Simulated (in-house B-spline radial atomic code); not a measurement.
# Pd⁸⁺: highest level by several methods

In exact Kohn-Sham theory the highest occupied level equals minus the energy to remove an electron. How near do common methods come for Pd⁸⁺?

Program: in-house B-spline radial atomic code version 1. Level of theory: scalar-relativistic (X2C), several functionals, spin-polarised; spherical all-electron atom at the radial basis limit. These are calculated values, not measurements, unless marked.

**1. Starting point**

* element: palladium (Z = 46)
* charge: +8
* electrons: 38
* configuration: [Kr] 4d2
* nucleus: Fermi, rms radius 4.532 fm

The outer shells:

[Kr] 4d2
```
[Kr] core
4d [↑ ][↑ ][  ][  ][  ]
```

Where spins are not typed, each open shell is filled with up spins first.

**2. LDA (PW92)**

Input settings:

```ini
Z = 46
electrons = 38.0
configuration = [Kr] 4d2
hamiltonian = x2c
method = lda,pw
spin_polarised = True
nucleus = fermi
rms_radius = 4.5318
mass_number = 106
atomic_mass = 105.903480287
speed_of_light = 137.035999084
```

**3. AM05**

Changes to the settings of step 2:

```diff
@@ -4,3 +4,3 @@
 hamiltonian = x2c
-method = lda,pw
+method = am05
 spin_polarised = True
```

**4. TPSS**

Changes to the settings of step 3:

```diff
@@ -4,3 +4,3 @@
 hamiltonian = x2c
-method = am05
+method = tpss,tpss
 spin_polarised = True
```

**5. Hartree-Fock**

Changes to the settings of step 4:

```diff
@@ -4,3 +4,3 @@
 hamiltonian = x2c
-method = tpss,tpss
+method = hf
 spin_polarised = True
```

**6. PW91**

Changes to the settings of step 5:

```diff
@@ -4,3 +4,3 @@
 hamiltonian = x2c
-method = hf
+method = pw91,pw91
 spin_polarised = True
```

**7. r2SCAN**

Changes to the settings of step 6:

```diff
@@ -4,3 +4,3 @@
 hamiltonian = x2c
-method = pw91,pw91
+method = r2scan
 spin_polarised = True
```

Before running: The tabulated ionisation energy is 141 ± 2.2 eV (tabulated theoretical; NIST Atomic Spectra Database). What does each method give, and which comes nearest?

The runs gave:

| method | rung | total energy (hartree) | −ε highest (eV) | −ε less tabulated (eV) |
| --- | --- | --- | --- | --- |
| LDA (PW92) | LDA | -5022.2357 | 131.16 (4d up) | -9.84 |
| AM05 | GGA | -5022.5592 | 131.04 (4d up) | -9.96 |
| PW91 | GGA | -5028.0318 | 131.19 (4d up) | -9.81 |
| TPSS | meta-GGA | -5027.4753 | 131.01 (4d up) | -9.99 |
| r2SCAN | meta-GGA | -5027.6501 | 131.11 (4d up) | -9.89 |
| Hartree-Fock | Hartree-Fock | -5025.5935 | 140.30 (4d up) | -0.70 |

Tables give 141 ± 2.2 eV (tabulated theoretical; NIST Atomic Spectra Database) for the ionisation energy. Hartree-Fock misses by -0.70 eV, the least, and TPSS by -9.99 eV (7.1 %), the most. Mean absolute error by rung (exchange-only levels left out): LDA 9.84 eV, GGA 9.88 eV, meta-GGA 9.94 eV, Hartree-Fock 0.70 eV. Relativistic terms that these runs lack can be as large as the gaps between close methods, so the nearest may be so by luck. Spin-orbit coupling is left out. Open shells are averaged (over orientations, and over spins where the run is restricted), while tables refer to the lowest levels. Every semilocal functional puts the level too high: its potential dies off too fast far from the nucleus, because each electron partly repels itself. A difference of total energies usually does far better than −ε.

Members of this set that are not shown: 4 used exact exchange with fractional occupations of an open shell, which is unsound here.
